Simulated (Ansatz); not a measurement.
A nudged elastic band was laid between two geometries of a periodic cell of 17 atoms, LiY₁₆ (host Y, host structure hcp, interstitial Li).

Level of theory: Ansatz, DFT LDA, scalar-relativistic, plane waves, PAW. Settings: cutoff 420 eV, k mesh 3x3x2, fermi-dirac smearing 0.15 eV, no spin polarisation.

| Item | Value |
| --- | --- |
| movable images | 3 |
| climbing image | yes |
| spring | 2.0 to 10.0 eV/Å², energy-weighted |
| optimiser | lbfgs |
| start path | IDPP |
| force threshold | 0.03 eV/Å |
| iteration limit | 80 |
| end points | relaxed |

Image 0:

```xyz
17
Lattice="-3.6500 -6.3220 0.0000 5.4750 -3.1610 0.0000 0.0000 0.0000 11.4683" Properties=species:S:1:pos:R:3
Y -0.434 -6.090 -0.303
Y 0.021 -4.304 2.799
Y -0.045 -6.318 5.817
Y 0.049 -4.171 8.495
Y -1.571 -2.993 -0.195
Y 3.724 -4.298 2.868
Y -1.777 -3.156 5.850
Y 3.616 -4.182 8.518
Y 1.907 -3.229 -0.043
Y 1.899 -1.074 2.802
Y 1.861 -3.199 5.613
Y 1.777 -1.126 8.516
Y -0.035 -0.204 -0.132
Y 1.896 -7.462 3.435
Y 0.009 -0.073 5.846
Y 1.849 -7.384 8.722
Li 1.650 -7.127 0.923
```

Image 4:

```xyz
17
Lattice="-3.6500 -6.3220 0.0000 5.4750 -3.1610 0.0000 0.0000 0.0000 11.4683" Properties=species:S:1:pos:R:3
Y -0.349 -6.603 -0.041
Y 0.047 -4.365 2.853
Y 0.009 -6.443 5.696
Y 0.047 -4.365 8.539
Y -1.411 -3.523 -0.039
Y 3.648 -4.344 2.750
Y -1.820 -3.287 5.697
Y 3.648 -4.344 8.644
Y 1.787 -2.904 -0.041
Y 1.767 -1.143 2.905
Y 1.828 -3.293 5.696
Y 1.766 -1.143 8.485
Y -0.089 -0.072 -0.037
Y 1.830 -7.494 2.750
Y -0.036 -0.102 5.696
Y 1.829 -7.494 8.644
Li 1.863 -5.414 -0.028
```

Problem. What changes between the two ends?

Solution. Contacts lost: Y13–Li17. Contacts made: Y1–Y14, Y4–Li17, Y6–Li17, Y8–Li17, Y9–Li17. The atom that moves furthest is Li17, by 1.97 Å; four of its nearest neighbours are Y14 2.55, Y1 2.63, Y5 2.70, Y13 2.77 Å at the first end and Y1 2.51, Y9 2.51, Y5 2.54, Y14 3.47 Å at the last.

Problem. Give the energies along the band, and the barrier.

Solution. The forces met the threshold. The highest image is number 0 of 0 to 4, 0.000 eV above the first end and 0.450 eV above the last; the last end lies 0.450 eV below the first. The highest image is an end point: on this band no image between the ends rises above it. Limits of this set-up: coarse k mesh, a small cell, in which the defect meets its images.

```
image  path coordinate (Å)  energy (eV)  Y13–Li17 (Å)  Y1–Y14 (Å)  Y4–Li17 (Å)
    0                 0.00        0.000          2.77        4.61         5.15
    1                 0.03       -0.002          2.78        4.61         5.13
    2                 1.00       -0.113          3.18        4.46         4.84
    3                 1.96       -0.315          3.85        4.08         4.34
    4                 2.92       -0.450          4.14        3.65         3.58
```

The run took 37 min on 4 threads of Intel(R) Xeon(R) Platinum 8488C (Sapphire Rapids), with other jobs on the host, peak memory 3.2 GiB.
